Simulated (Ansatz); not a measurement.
Ti, space group P6/mmm, relaxations under a series of pressures

With Ansatz 0.2.0, Python API.

The cells in order, each with its output:

```python
import ansatz as az
import numpy as np
import pandas as pd
```

```python
def edges_and_angles(cell):
    cell = np.asarray(cell)
    a, b, c = np.linalg.norm(cell, axis=1)
    cosines = cell[1] @ cell[2] / (b * c), cell[0] @ cell[2] / (a * c), cell[0] @ cell[1] / (a * b)
    return (a, b, c, *np.degrees(np.arccos(cosines)))
```

```python
system = (
    az.Lattice.from_parameters(4.6, 4.6, 2.82, alpha=90.0, beta=90.0, gamma=120.0)
    .atom('Ti', (0.0, 0.0, 0.0))
    .atom('Ti', (1 / 3, 2 / 3, 0.5))
    .atom('Ti', (2 / 3, 1 / 3, 0.5))
)

len(system.resolved().sites)
```

    3

```python
calc = system.calculation()
calc = calc.kpoints(mesh=(7, 7, 10))
calc = calc.occupations(az.OccupationsMethod.FERMI_DIRAC, width=0.05)
calc = calc.functional('pbesol')
```

```python
# H = F + PV, with 1 GPa A^3 = 1/160.21766 eV
rows = []
for pressure in [-2, 0, 2, 5, 10]:
    result = calc.relax(cell=True, pressure=pressure).run(threads=1)
    cell = result.lattice.cell_ang
    n_atoms = len(result.lattice.sites)
    volume = abs(np.linalg.det(cell)) / n_atoms
    enthalpy = result.report['free_energy_ev'] / n_atoms + pressure * volume / 160.21766
    rows.append((pressure, volume, enthalpy, *edges_and_angles(cell)))
    print(f'{pressure} GPa done: {volume:.4f} A^3/atom')
```

    DeckWarning: basis.ecutwfc = 420 eV, auto-derived from the records' recommended cutoffs: set by Ti (normal level)
    -2 GPa done: 16.7495 A^3/atom
    0 GPa done: 16.4652 A^3/atom
    2 GPa done: 16.2005 A^3/atom
    5 GPa done: 15.8347 A^3/atom
    10 GPa done: 15.2992 A^3/atom

```python
table = pd.DataFrame(rows, columns=['P_GPa', 'V_A3_atom', 'H_eV_atom', 'a', 'b', 'c', 'alpha', 'beta', 'gamma'])
print(table.round(4).to_string(index=False))
p, v = np.array([row[0] for row in rows], float), np.array([row[1] for row in rows])
print('mean bulk modulus between rows (GPa):', np.round(-np.diff(p) / np.diff(np.log(v)), 1))
```

     P_GPa  V_A3_atom  H_eV_atom      a      b      c  alpha  beta  gamma
        -2    16.7495 -2474.1226 4.5408 4.5408 2.8140   90.0  90.0  120.0
         0    16.4652 -2473.9153 4.5144 4.5144 2.7986   90.0  90.0  120.0
         2    16.2005 -2473.7114 4.4889 4.4889 2.7851   90.0  90.0  120.0
         5    15.8347 -2473.4116 4.4534 4.4534 2.7658   90.0  90.0  120.0
        10    15.2992 -2472.9259 4.4005 4.4005 2.7369   90.0  90.0  120.0
    mean bulk modulus between rows (GPa): [116.8 123.4 131.4 145.3]

The volume falls from 16.75 Å³ an atom at -2 GPa to 15.30 at 10 GPa, by 8.7 %. Between -2 and 0 GPa, -V dP/dV is about 117 GPa, a mean over that step.

Notes:
- Total energies depend on the potentials; only differences at equal settings carry meaning.
- No spin polarisation was allowed.
- At a fixed pressure a relaxation lowers the enthalpy F + PV, while F alone can rise.
- For a metal this k-point mesh is coarse: on a finer one energies can move by several to tens of meV an atom and pressures by half a GPa or more, differences at one mesh by less.
- This isn't the structure that Ti takes at ambient conditions.
- Warnings are shown shortened and without file and line.
- Symmetry holds the cell in this phase, whether or not it is the stable one at each pressure.
- It ran for 81 s on 1 thread of Arm Neoverse V2, with other jobs on the host, peak memory 0.47 GiB.
